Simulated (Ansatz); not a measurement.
**Li+ with BF₃: superposition error and deformation**

How much of this pair's binding is borrowed basis, and how much do the fragments pay to take the shapes they have in the pair?

Program: Ansatz 0.2.0, Gaussian basis. Level of theory: PBE0-D4 structures, single points in def2-TZVPPD. These are calculated values, not measurements.

Levels: PBE-D4, revPBE-D4, BLYP-D4, r2SCAN-D4, B97M-V, PBE0-D4, B3LYP-D4, HSE06-D4, wB97X-V, wB97M-V, B2PLYP, Hartree-Fock, MP2, CCSD, CCSD(T).

Correlated methods freeze the cores. The outer core shell of Li, Na, Mg and K is correlated. B3LYP uses VWN-RPA correlation. B2PLYP carries no dispersion term here.

130 further runs of the same task are left out: 1 that didn't finish, 129 set aside as unsound or not needed.

## (1) Where the work starts

The relaxed pair: 5 atoms, charge 1, spin multiplicity 1.

Atoms are counted from 1 here; the program's logs count them from 0.

Bond lengths: Li1–F2 1.819 Å, F2–B3 1.375 Å, B3–F4 1.288 Å, B3–F5 1.288 Å. Angles: Li1–F2–B3 179.8°, F2–B3–F4 116.7°, F2–B3–F5 116.7°, F4–B3–F5 126.6°.

As a file:

```xyz
5
charge 1, multiplicity 1
Li   -0.0166   -0.1613   -2.5057
F    -0.0046   -0.0465   -0.6907
B     0.0045    0.0439    0.6808
F     0.0152   -1.0661    1.3335
F     0.0014    1.2301    1.1821
```

Atoms 1 to 1 are fragment A (Li+), the rest fragment B (BF₃). From earlier runs, pair energy (eV) and counterpoise interaction (meV):

```csv
method,E(pair),interaction
PBE-D4,-9025.21315,-818
revPBE-D4,-9031.60166,-802
BLYP-D4,-9033.97054,-851
r2SCAN-D4,-9030.89741,-769
B97M-V,-9032.80388,-800
PBE0-D4,-9025.47572,-825
B3LYP-D4,-9035.02368,-860
HSE06-D4,-9025.09153,-825
wB97X-V,-9031.58649,-800
wB97M-V,-9032.46582,-809
B2PLYP,-9029.86511,-824
Hartree-Fock,-8996.24237,-820
MP2,-9019.84270,-770
CCSD(T),-9020.67371,-775
```

First each fragment is run alone in its own basis, frozen in the shape it has in the pair (a, b).

## (2) wB97X-V/def2-TZVPPD

File a/in.yaml:

```yaml
crystal:
  periodic: [false, false, false]
  atoms:
    - {symbol: Li, position_ang: [-0.016556, -0.161298, -2.505736]}
basis:
  gaussian: {orbitals: "def2-TZVPPD.json"}
total_charge: 1
hamiltonian: {xc: {name: wB97X-V}}
```

File b/in.yaml:

```yaml
crystal:
  periodic: [false, false, false]
  atoms:
    - {symbol: F, position_ang: [-0.004598, -0.046539, -0.690698]}
    - {symbol: B, position_ang: [0.004533, 0.043909, 0.680830]}
    - {symbol: F, position_ang: [0.015172, -1.066081, 1.333532]}
    - {symbol: F, position_ang: [0.001449, 1.230108, 1.182071]}
basis:
  gaussian: {orbitals: "def2-TZVPPD.json"}
hamiltonian: {xc: {name: wB97X-V}}
```

The basis file named in the input lies beside it (Basis Set Exchange, JSON).

Each run has its own folder and the same command.

The run is started by

```console
$ ansatz run in.yaml --threads 2 --pin off --events-out ev --progress --plain --max-ram 5222MiB
```

Output in a:

```text
Functional definition: wB97X-V
  name "wB97X-V"
  cite "Mardirossian & Head-Gordon, Phys. Chem. Chem. Phys. 16, 9904 (2014) doi:10.1039/C3CP54374A"
  cite "Becke, J. Chem. Phys. 107, 8554 (1997) doi:10.1063/1.475007"
  cite "Vydrov & Van Voorhis, J. Chem. Phys. 133, 244103 (2010) doi:10.1063/1.3521275"
  parameter omega = 0.3/bohr
  parameter cx = 0.167
  parameter cx1 = 0.603
  parameter cx2 = 1.194
  parameter css0 = 0.556
  parameter css1 = -0.257
  parameter cos0 = 1.219
  parameter cos1 = -1.850
  parameter b = 6.0
  parameter c = 0.01
  exchange = spin_sum(e_x_unif_sr(omega)*poly(b97_u_x, 1 - cx, cx1, cx2)) + cx*exact_x_sr(omega) + exact_x_lr(omega)
  correlation = spin_sum(e_c_pw_same_spin*poly(b97_u_same, css0, css1))
      + integral(e_c_pw_opposite_spin*poly(b97_u_opposite, cos0, cos1)) + vv10(b, c)
139 factors; their error is unknown
50 factors; integrals over basis functions are off by at most 2.1e-4 eV
mean field evaluation 1: about -198.0572 eV, gradient 3.5e-1 eV
mean field evaluation 2: about -198.0572 eV, gradient 3.5e-1 eV
mean field evaluation 4: about -198.0572 eV, gradient 3.0e-2 eV
mean field evaluation 8: about -198.0572 eV, gradient 4.4e-7 eV
mean field -198.05722125 eV, -7.2784686331 hartree, gradient 4.4e-7 eV, S^2 0.000000; 0 other end points of the search recorded, 0 dependent functions left out
reference -198.05722091 eV, -7.2784686203 hartree; 1, 1 occupied and 21, 21 virtual orbitals, 139 factors
Total energy: -198.05722091 eV, -7.2784686203 hartree
```

Log of b, cut to the lines that bear on the results:

```text
[... 5 set-up lines as earlier in the session ...]
[...]
      + integral(e_c_pw_opposite_spin*poly(b97_u_opposite, cos0, cos1)) + vv10(b, c)
756 factors; their error is unknown
217 factors; integrals over basis functions are off by at most 2.6e-5 eV
[...]
mean field -8832.72668082 eV, -324.5967184831 hartree, gradient 4.7e-5 eV, S^2 0.000000; 0 other end points of the search recorded, 0 dependent functions left out
reference -8832.72667816 eV, -324.5967183854 hartree; 16, 16 occupied and 141, 141 virtual orbitals, 756 factors
Total energy: -8832.72667816 eV, -324.5967183854 hartree
```

Wall times: 0.35 s (a), 3.9 s (b) on 2 threads of Intel Xeon Platinum 8259CL at 2.50GHz, shared host.

## (3) wB97M-V/def2-TZVPPD

Each input of step 2 (a, b) changes in the same lines:

```diff
-hamiltonian: {xc: {name: wB97X-V}}
+hamiltonian: {xc: {name: wB97M-V}}
```

Each run has its own folder and the same command.

The run is started by

```console
$ ansatz run in.yaml --threads 2 --pin off --events-out ev --progress --plain --max-ram 5222MiB
```

a printed, cut to the lines that bear on the results:

```text
Functional definition: wB97M-V
  name "wB97M-V"
  cite "Mardirossian & Head-Gordon, J. Chem. Phys. 144, 214110 (2016) doi:10.1063/1.4952647"
[... 2 set-up lines as earlier in the session ...]
  # Of w^i u^j: cxij and so on, Table III.
[...]
  gx(w, u) = 1 - cx + cx01*u + cx10*w
  gss(w, u) = css00 + css04*u^4 + css10*w + css20*w^2 + css43*w^4*u^3
  gos(w, u) = cos00 + cos10*w + (cos20 + cos21*u)*w^2 + (cos60 + cos61*u)*w^6
[...]
      + integral(e_c_pw_mod_opposite_spin*gos(b97_w_opposite, b97_u_opposite)) + vv10(b, c)
139 factors; their error is unknown
50 factors; integrals over basis functions are off by at most 2.1e-4 eV
[...]
mean field -197.98566991 eV, -7.2758391695 hartree, gradient 3.9e-7 eV, S^2 0.000000; 0 other end points of the search recorded, 0 dependent functions left out
reference -197.98567899 eV, -7.2758395033 hartree; 1, 1 occupied and 21, 21 virtual orbitals, 139 factors
Total energy: -197.98567899 eV, -7.2758395033 hartree
```

Log of b, cut to the lines that bear on the results:

```text
[... 5 set-up lines as earlier in the session ...]
  # Of w^i u^j: cxij and so on, Table III.
[...]
  gx(w, u) = 1 - cx + cx01*u + cx10*w
  gss(w, u) = css00 + css04*u^4 + css10*w + css20*w^2 + css43*w^4*u^3
  gos(w, u) = cos00 + cos10*w + (cos20 + cos21*u)*w^2 + (cos60 + cos61*u)*w^6
[...]
      + integral(e_c_pw_mod_opposite_spin*gos(b97_w_opposite, b97_u_opposite)) + vv10(b, c)
756 factors; their error is unknown
217 factors; integrals over basis functions are off by at most 2.6e-5 eV
[...]
mean field -8833.66883509 eV, -324.6313420137 hartree, gradient 5.9e-5 eV, S^2 0.000000; 0 other end points of the search recorded, 0 dependent functions left out
reference -8833.66890088 eV, -324.6313444314 hartree; 16, 16 occupied and 141, 141 virtual orbitals, 756 factors
Total energy: -8833.66890088 eV, -324.6313444314 hartree
```

They took 0.35 s (a), 3.8 s (b) on 2 threads of Intel Xeon Platinum 8259CL at 2.50GHz, shared host.

## (4) B2PLYP/def2-TZVPPD

Each input of step 3 (a, b) changes in the same lines:

```diff
-hamiltonian: {xc: {name: wB97M-V}}
+hamiltonian: {xc: {name: B2PLYP}}
```

One command serves all of them, each in its own folder.

The run is started by

```console
$ ansatz run in.yaml --threads 2 --pin off --events-out ev --progress --plain --max-ram 5222MiB
```

Output in a:

```text
Functional definition: B2PLYP
  name "B2PLYP"
  cite "Grimme, J. Chem. Phys. 124, 034108 (2006) doi:10.1063/1.2148954"
  cite "Becke, Phys. Rev. A 38, 3098 (1988) doi:10.1103/PhysRevA.38.3098"
  cite "Lee, Yang & Parr, Phys. Rev. B 37, 785 (1988) doi:10.1103/PhysRevB.37.785"
  parameter a = 0.53
  parameter c = 0.27
  exchange = (1 - a)*b88_x + a*exact_x
  correlation = (1 - c)*lyp_c + c*(mp2_os + mp2_ss)
115 factors; integrals over basis functions are off by at most 1.7e-4 eV
mean field evaluation 1: about -197.7856 eV, gradient 2.2e-1 eV
mean field evaluation 2: about -197.7856 eV, gradient 2.2e-1 eV
mean field evaluation 4: about -197.7856 eV, gradient 9.7e-5 eV
mean field evaluation 8: about -197.7856 eV, gradient 7.8e-6 eV
mean field -197.78564506 eV, -7.2684883920 hartree, gradient 7.8e-6 eV, S^2 0.000000; 0 other end points of the search recorded, 0 dependent functions left out
reference -197.78567180 eV, -7.2684893745 hartree; 1, 1 occupied and 21, 21 virtual orbitals, 115 factors
second order -0.88875546 eV of doubles, -0.00000000 eV of singles
Total energy: -198.02563577 eV, -7.2773078880 hartree
```

b printed, cut to the lines that bear on the results:

```text
[... 5 set-up lines as earlier in the session ...]
[...]
1013 factors; integrals over basis functions are off by at most 1.8e-3 eV
[...]
mean field -8823.73603109 eV, -324.2663181995 hartree, gradient 8.6e-6 eV, S^2 0.000000; 0 other end points of the search recorded, 0 dependent functions left out
4 core orbitals not correlated: weight in the atoms' cores, before any rotation towards them, 1.000 or more for the frozen orbitals, at most 0.000 for the correlated occupied ones
reference -8823.73617623 eV, -324.2663235332 hartree; 12, 12 occupied and 141, 141 virtual orbitals, 1013 factors
second order -26.93911541 eV of doubles, -0.00000000 eV of singles
Total energy: -8831.00973739 eV, -324.5336219757 hartree
```

Wall times: 0.15 s (a), 2.7 s (b) on 2 threads of Intel Xeon Platinum 8259CL at 2.50GHz, shared host.

## (5) B97M-V/def2-TZVPPD

The same edit goes into each in.yaml of step 4 (a, b):

```diff
-hamiltonian: {xc: {name: B2PLYP}}
+hamiltonian: {xc: {name: B97M-V}}
```

The same command starts each run, in its folder.

The run is started by

```console
$ ansatz run in.yaml --threads 2 --pin off --events-out ev --progress --plain --max-ram 5222MiB
```

Log of a, cut to the lines that bear on the results:

```text
Functional definition: B97M-V
  name "B97M-V"
  cite "Mardirossian & Head-Gordon, J. Chem. Phys. 142, 074111 (2015) doi:10.1063/1.4907719"
[... 2 set-up lines as earlier in the session ...]
  # Of w^i u^j: cxij and so on, Table III.
[...]
  gx(w, u) = cx00 + cx01*u + cx02*u^2 + (cx10 + cx11*u)*w
  gss(w, u) = css00 + css02*u^2 + css10*w + (css32*w^3 + css42*w^4)*u^2
  gos(w, u) = cos00 + cos01*u + cos03*u^3 + cos10*w + cos32*w^3*u^2
[...]
      + integral(e_c_pw_mod_opposite_spin*gos(b97_w_opposite, b97_u_opposite)) + vv10(b, c)
139 factors; their error is unknown
[...]
mean field -198.92348132 eV, -7.3103031035 hartree, gradient 4.7e-7 eV, S^2 0.000000; 0 other end points of the search recorded, 0 dependent functions left out
reference -198.92348931 eV, -7.3103033968 hartree; 1, 1 occupied and 21, 21 virtual orbitals, 139 factors
Total energy: -198.92348931 eV, -7.3103033968 hartree
```

Output in b, cut to the lines that bear on the results:

```text
[... 5 set-up lines as earlier in the session ...]
  # Of w^i u^j: cxij and so on, Table III.
[...]
  gx(w, u) = cx00 + cx01*u + cx02*u^2 + (cx10 + cx11*u)*w
  gss(w, u) = css00 + css02*u^2 + css10*w + (css32*w^3 + css42*w^4)*u^2
  gos(w, u) = cos00 + cos01*u + cos03*u^3 + cos10*w + cos32*w^3*u^2
[...]
      + integral(e_c_pw_mod_opposite_spin*gos(b97_w_opposite, b97_u_opposite)) + vv10(b, c)
756 factors; their error is unknown
[...]
mean field -8833.07939204 eV, -324.6096803810 hartree, gradient 2.4e-5 eV, S^2 0.000000; 0 other end points of the search recorded, 0 dependent functions left out
reference -8833.07946879 eV, -324.6096832017 hartree; 16, 16 occupied and 141, 141 virtual orbitals, 756 factors
Total energy: -8833.07946879 eV, -324.6096832017 hartree
```

Times: 0.35 s (a), 3.4 s (b) on 2 threads of Intel Xeon Platinum 8259CL at 2.50GHz, shared host.

## (6) CCSD(T)/def2-TZVPPD

Each input of step 5 (a, b) changes in the same lines:

```diff
-hamiltonian: {xc: {name: B97M-V}}
+correlation: {method: ccsd_t}
```

One command serves all of them, each in its own folder.

The run is started by

```console
$ ansatz run in.yaml --threads 2 --pin off --events-out ev --progress --plain --max-ram 5222MiB
```

a printed:

```text
Functional definition: HF
  name "HF"
  cite "Fock, Z. Phys. 61, 126 (1930) doi:10.1007/BF01340294"
  parent pbe
  exchange = exact_x
  correlation = 0
115 factors; integrals over basis functions are off by at most 1.7e-4 eV
mean field evaluation 1: about -196.9117 eV, gradient 2.2e-2 eV
mean field evaluation 2: about -196.9117 eV, gradient 2.2e-2 eV
mean field evaluation 4: about -196.9117 eV, gradient 9.3e-7 eV
mean field -196.91172360 eV, -7.2363723707 hartree, gradient 9.3e-7 eV, S^2 0.000000; 0 other end points of the search recorded, 0 dependent functions left out
reference -196.91172360 eV, -7.2363723707 hartree; 1, 1 occupied and 21, 21 virtual orbitals, 115 factors
second order -0.81477337 eV of doubles, -0.00000000 eV of singles
cycle   1  -0.91492215 eV  change   -1.0e-1 eV  update   6.4e-3
cycle   2  -0.93093312 eV  change   -1.6e-2 eV  update   1.1e-3
cycle   3  -0.93078793 eV  change    1.5e-4 eV  update   9.2e-5
cycle   4  -0.93078953 eV  change   -1.6e-6 eV  update   4.4e-6
cycle   5  -0.93079009 eV  change   -5.6e-7 eV  update   7.2e-7
perturbative correction 0.00000000 eV, 0.0000000000 hartree
Total energy: -197.84251369 eV, -7.2705782757 hartree
```

b printed, cut to the lines that bear on the results:

```text
[... 4 set-up lines as earlier in the session ...]
[...]
1013 factors; integrals over basis functions are off by at most 1.8e-3 eV
[...]
mean field -8798.50948052 eV, -323.3392595651 hartree, gradient 2.0e-6 eV, S^2 0.000000; 0 other end points of the search recorded, 0 dependent functions left out
4 core orbitals not correlated: weight in the atoms' cores, before any rotation towards them, 1.000 or more for the frozen orbitals, at most 0.000 for the correlated occupied ones
reference -8798.50948052 eV, -323.3392595651 hartree; 12, 12 occupied and 141, 141 virtual orbitals, 1013 factors
second order -22.82292971 eV of doubles, -0.00000000 eV of singles
cycle   1  -22.37764359 eV  change    4.5e-1 eV  update   9.1e-2
[...]
cycle   9  -22.86266527 eV  change   -2.8e-6 eV  update   7.1e-6
perturbative correction -0.66772156 eV, -0.0245383149 hartree
Total energy: -8822.03986735 eV, -324.2039853317 hartree
```

Wall times: 0.1 s (a), 20 s (b) on 2 threads of Intel Xeon Platinum 8259CL at 2.50GHz, shared host; peak memory 1.3 GiB.

## (7) Relaxing BF₃ alone

File relax-b/in.yaml:

```yaml
crystal:
  periodic: [false, false, false]
  atoms:
    - {symbol: F, position_ang: [-0.004598, -0.046539, -0.690698]}
    - {symbol: B, position_ang: [0.004533, 0.043909, 0.680830]}
    - {symbol: F, position_ang: [0.015172, -1.066081, 1.333532]}
    - {symbol: F, position_ang: [0.001449, 1.230108, 1.182071]}
basis:
  gaussian: {orbitals: def2-TZVP}
hamiltonian: {xc: pbe0, dispersion: d4}
relax: {f_tol: 0.005, max_steps: 200}
```

The run is started by

```console
$ ansatz run in.yaml --threads 2 --pin off --events-out ev --progress --plain --max-ram 5222MiB
```

Output, cut to the lines that bear on the results:

```text
Functional definition: PBE0
  name "PBE0"
  cite "Adamo & Barone, J. Chem. Phys. 110, 6158 (1999) doi:10.1063/1.478522"
  cite "Perdew, Burke & Ernzerhof, Phys. Rev. Lett. 77, 3865 (1996) doi:10.1103/PhysRevLett.77.3865"
[... 1 set-up line as earlier in the session ...]
[...]
637 factors; their error is unknown
[...]
mean field -8826.96743629 eV, -324.3850701503 hartree, gradient 3.9e-5 eV, S^2 0.000000; 0 other end points of the search recorded, 0 dependent functions left out
[...]
reference -8826.96745973 eV, -324.3850710118 hartree; 16, 16 occupied and 108, 108 virtual orbitals, 637 factors
relax step   1: F+E_penalty+E_count = -8827.00039606 eV  Δ(F+E_penalty+E_count) = +0.000e0 eV  max|allowed force component| = 3.635e0 eV/Å  Δτ_max = 0.0000 Å  (22 SCF iters, accepted)
[...]
relax step   3: F+E_penalty+E_count = -8827.12482073 eV  Δ(F+E_penalty+E_count) = -4.737e-2 eV  max|allowed force component| = 1.712e-1 eV/Å  Δτ_max = 0.0354 Å  (26 SCF iters, accepted)
[...]
relax step   4: F+E_penalty+E_count = -8827.12537531 eV  Δ(F+E_penalty+E_count) = -5.546e-4 eV  max|allowed force component| = 4.393e-3 eV/Å  Δτ_max = 0.0034 Å  (28 SCF iters, accepted)
637 factors; their error is unknown
mean field -8827.09240343 eV, -324.3896626080 hartree, gradient 2.5e-5 eV, S^2 0.000000; 1 other end points of the search recorded, 0 dependent functions left out
[...]
reference -8827.09242669 eV, -324.3896634627 hartree; 16, 16 occupied and 108, 108 virtual orbitals, 637 factors
Total energy: -8827.12539857 eV, -324.3908751568 hartree
Atom 0 at    -0.004564    -0.045977    -0.681767 Å, force    -0.000001    -0.000286    -0.004393 eV/Å
Atom 1 at     0.004143     0.040350     0.626444 Å, force    -0.000082     0.000022     0.000425 eV/Å
Atom 2 at     0.015260    -1.049475     1.355248 Å, force     0.000057    -0.002521     0.002160 eV/Å
Atom 3 at     0.001717     1.216499     1.205810 Å, force     0.000025     0.002785     0.001808 eV/Å
Dipole moment:     0.000005     0.000001     0.000004 e Å
```

It took 6 s on 2 threads of Intel Xeon Platinum 8259CL at 2.50GHz, shared host.

Step by step:

```csv
step,energy from step 1 (eV),largest force component (eV/Å)
1,0.0000,3.6355
2,-0.0771,2.2227
3,-0.1244,0.1712
4,-0.1250,0.0044
```

Distances of close pairs at the start and the end, largest changes first:

```csv
bond,before (Å),after (Å),change (Å)
F1–B2,1.375,1.311,-0.063
B2–F3,1.288,1.311,+0.023
B2–F4,1.288,1.311,+0.023
```

## (8) PBE-D4/def2-TZVPPD

File free-b/in.yaml:

```yaml
crystal:
  periodic: [false, false, false]
  atoms:
    - {symbol: F, position_ang: [-0.004564, -0.045977, -0.681767]}
    - {symbol: B, position_ang: [0.004143, 0.040350, 0.626444]}
    - {symbol: F, position_ang: [0.015260, -1.049475, 1.355248]}
    - {symbol: F, position_ang: [0.001717, 1.216499, 1.205810]}
basis:
  gaussian: {orbitals: "def2-TZVPPD.json"}
hamiltonian: {xc: pbe, dispersion: d4}
```

The run is started by

```console
$ ansatz run in.yaml --threads 2 --pin off --events-out ev --progress --plain --max-ram 5222MiB
```

Output:

```text
Functional definition: PBE
  name "PBE"
[... 2 set-up lines as earlier in the session ...]
  parameter kappa = 0.804
  parameter beta = 0.06672455060314922
  exchange = pbe_x(kappa = kappa, mu = beta*pi^2/3)
  correlation = pbe_c(beta = beta)
756 factors; their error is unknown
mean field evaluation 1: about -8823.8299 eV, gradient 5.0e1 eV
mean field evaluation 2: about -8816.9745 eV, gradient 8.8e1 eV
mean field evaluation 4: about -8827.0002 eV, gradient 7.5e-1 eV
mean field evaluation 8: about -8826.9998 eV, gradient 1.0e-1 eV
mean field -8826.99982986 eV, -324.3862605919 hartree, gradient 1.8e-5 eV, S^2 0.000000; 0 other end points of the search recorded, 0 dependent functions left out
reference -8826.99988541 eV, -324.3862626336 hartree; 16, 16 occupied and 141, 141 virtual orbitals, 756 factors
Total energy: -8827.04039047 eV, -324.3877511670 hartree
```

It took 1.1 s on 2 threads of Intel Xeon Platinum 8259CL at 2.50GHz, shared host.

## (9) r2SCAN-D4/def2-TZVPPD

free-b/in.yaml, as its differences from that of step 8:

```diff
@@ -9,2 +9,2 @@
   gaussian: {orbitals: "def2-TZVPPD.json"}
-hamiltonian: {xc: pbe, dispersion: d4}
+hamiltonian: {xc: r2scan, dispersion: d4}
```

The run is started by

```console
$ ansatz run in.yaml --threads 2 --pin off --events-out ev --progress --plain --max-ram 5222MiB
```

Output:

```text
Functional definition: r2SCAN
  name "r2SCAN"
  cite "Furness, Kaplan, Ning, Perdew & Sun, J. Phys. Chem. Lett. 11, 8208 (2020) doi:10.1021/acs.jpclett.0c02405"
  cite "Furness, Kaplan, Ning, Perdew & Sun, J. Phys. Chem. Lett. 11, 9248 (2020) doi:10.1021/acs.jpclett.0c03077"
  parent r2scan
  parameter k0 = 0.174
  parameter k1 = 0.065
  parameter a1 = 4.9479
  exchange = r2scan_x(k0 = k0, k1 = k1, a1 = a1)
  correlation = r2scan_c
756 factors; their error is unknown
mean field evaluation 1: about -8829.2004 eV, gradient 4.9e1 eV
mean field evaluation 2: about -8825.2940 eV, gradient 7.4e1 eV
mean field evaluation 4: about -8832.0956 eV, gradient 4.5e-1 eV
mean field evaluation 8: about -8832.0972 eV, gradient 1.7e-3 eV
mean field -8832.09721839 eV, -324.5735861653 hartree, gradient 4.1e-5 eV, S^2 0.000000; 0 other end points of the search recorded, 0 dependent functions left out
reference -8832.09723796 eV, -324.5735868846 hartree; 16, 16 occupied and 141, 141 virtual orbitals, 756 factors
Total energy: -8832.10650384 eV, -324.5739273992 hartree
```

Wall time 1.8 s (2 threads of Intel Xeon Platinum 8259CL at 2.50GHz, shared host).

## (10) PBE0-D4/def2-TZVPPD

free-b/in.yaml, as its differences from that of step 9:

```diff
@@ -9,2 +9,3 @@
   gaussian: {orbitals: "def2-TZVPPD.json"}
-hamiltonian: {xc: r2scan, dispersion: d4}
+hamiltonian: {xc: pbe0, dispersion: d4}
+output: {orbitals: {seedname: orbitals}}
```

The run is started by

```console
$ ansatz run in.yaml --threads 2 --pin off --events-out ev --progress --plain --max-ram 5222MiB
```

Output, cut to the lines that bear on the results:

```text
[... 5 set-up lines as earlier in the session ...]
  parameter a = 0.25
[... 2 set-up lines as earlier in the session ...]
  exchange = (1 - a)*pbe_x(kappa = kappa, mu = beta*pi^2/3) + a*exact_x
[... 1 set-up line as earlier in the session ...]
756 factors; their error is unknown
mean field evaluation 1: about -8824.5277 eV, gradient 4.5e1 eV
mean field evaluation 2: about -8822.4182 eV, gradient 6.2e1 eV
mean field evaluation 4: about -8827.0922 eV, gradient 4.4e-1 eV
mean field evaluation 8: about -8827.1196 eV, gradient 7.7e-4 eV
mean field -8827.11957287 eV, -324.3906610665 hartree, gradient 9.2e-6 eV, S^2 0.000000; 0 other end points of the search recorded, 0 dependent functions left out
reference -8827.11961340 eV, -324.3906625560 hartree; 16, 16 occupied and 141, 141 virtual orbitals, 756 factors
Total energy: -8827.15258528 eV, -324.3918742501 hartree
```

It took 1.6 s on 2 threads of Intel Xeon Platinum 8259CL at 2.50GHz, shared host.

(Part 1 of 2 ends here.)
